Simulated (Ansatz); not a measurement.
# C2ClF5: vertical ionisation energy

The task here is to estimate one member of a computed series from the others.

The runs use Ansatz 0.2.0, Gaussian basis; unrestricted cation, the program's frozen cores in correlated methods.

The runs, in order: UKS PBE-D4/def2-TZVPP; UKS r2SCAN-D4/def2-TZVPP; UKS PBE0-D4/def2-TZVPP; UKS B3LYP-D4/def2-TZVPP; UKS wB97X-V/def2-TZVPP; UKS wB97M-V/def2-TZVPP; UKS B2PLYP/def2-TZVPP; UHF-CCSD(T)/def2-TZVPP; UHF-MP2/def2-QZVPP; extrapolation to the limit; then −ε(HOMO) from the neutral's earlier runs with LDA (SPW92), PBE-D4, revPBE-D4, BLYP-D4, r2SCAN-D4, B97M-V, PBE0-D4, B3LYP-D4, r2SCANh-D4, r2SCAN0-D4, HSE06-D4, BHLYP-D4, CAM-B3LYP-D4, LC-ωPBE, ωB97X-V, ωB97M-V.

2 further runs of the same task are left out: 2 that didn't finish.

**Structure used throughout**

The geometry comes from an earlier relaxation with PBE0-D4 in a triple-zeta def2 set; it is a stationary point, not always the lowest conformer.

SMILES `FC(F)(F)C(F)(F)Cl`, 8 atoms, charge 0, spin multiplicity 1.

Atoms are counted from 1 here; the program's logs count them from 0.

Bond lengths: F1–C2 1.324 Å, C2–F3 1.324 Å, C2–F4 1.327 Å, C2–C5 1.552 Å, C5–F6 1.331 Å, C5–F7 1.331 Å, C5–Cl8 1.753 Å. Angles: F1–C2–F3 109.3°, F1–C2–F4 108.9°, F1–C2–C5 110.4°, F3–C2–F4 108.9°, F3–C2–C5 110.4°, F4–C2–C5 109.0°, C2–C5–F6 108.5°, C2–C5–F7 108.5°, C2–C5–Cl8 111.1°, F6–C5–F7 108.5°, F6–C5–Cl8 110.0°, F7–C5–Cl8 110.1°.

Set-up of the first run:

in.yaml reads:

```yaml
crystal:
  periodic: [false, false, false]
  atoms:
    - {symbol: F, position_ang: [0.477356, -1.643477, -0.368635]}
    - {symbol: C, position_ang: [-0.000425, -0.442779, -0.656707]}
    - {symbol: F, position_ang: [-1.243259, -0.560469, -1.097675]}
    - {symbol: F, position_ang: [0.744815, 0.097677, -1.612672]}
    - {symbol: C, position_ang: [0.044767, 0.472221, 0.595763]}
    - {symbol: F, position_ang: [-0.410270, 1.675948, 0.257136]}
    - {symbol: F, position_ang: [1.311155, 0.593300, 0.985996]}
    - {symbol: Cl, position_ang: [-0.924130, -0.192430, 1.896813]}
basis:
  gaussian: {orbitals: def2-TZVPP}
total_charge: 1
magnetization: {spin_polarized: true, initial_magnetization: 1}
hamiltonian: {xc: pbe, dispersion: d4}
```

Launch:

```bash
$ ansatz run in.yaml --threads 2 --pin off --events-out ev --progress --plain --max-ram 32768MiB --backend cpu
```

Steps of the session up to this table: Cation, UKS PBE-D4/def2-TZVPP; Cation, UKS r2SCAN-D4/def2-TZVPP; Cation, UKS PBE0-D4/def2-TZVPP; Cation, UKS B3LYP-D4/def2-TZVPP; Cation, UKS wB97X-V/def2-TZVPP; Cation, UKS wB97M-V/def2-TZVPP; Cation, UKS B2PLYP (frozen core)/def2-TZVPP; Cation, UHF-CCSD(T)/def2-TZVPP; Cation, UHF-MP2/def2-QZVPP.

One of the session's tables, all rows but one given; the rest of the session is left out.

For comparison, −ε(HOMO) of the neutral from earlier runs:

```
  functional  −ε(HOMO) (eV)
 LDA (SPW92)           8.73
      PBE-D4           8.52
   revPBE-D4           8.45
     BLYP-D4           8.39
   r2SCAN-D4              ?
      B97M-V           9.06
     PBE0-D4          10.11
    B3LYP-D4           9.84
  r2SCANh-D4           9.52
  r2SCAN0-D4          10.38
    HSE06-D4           9.70
    BHLYP-D4          11.56
CAM-B3LYP-D4          11.59
     LC-ωPBE          13.02
     ωB97X-V          12.62
     ωB97M-V          12.45
```

Q: Estimate the row for r2SCAN-D4 from the others.

Worked estimate for «−ε(HOMO) (eV)». Against the share of exact exchange, r2SCANh-D4 (0.1, 9.52), r2SCAN0-D4 (0.25, 10.38) give a slope of 5.73 per unit share; at 0 the line stands at 8.95.

As computed: −ε(HOMO) (eV): 8.94. In «−ε(HOMO) (eV)» the line misses by +0.01.
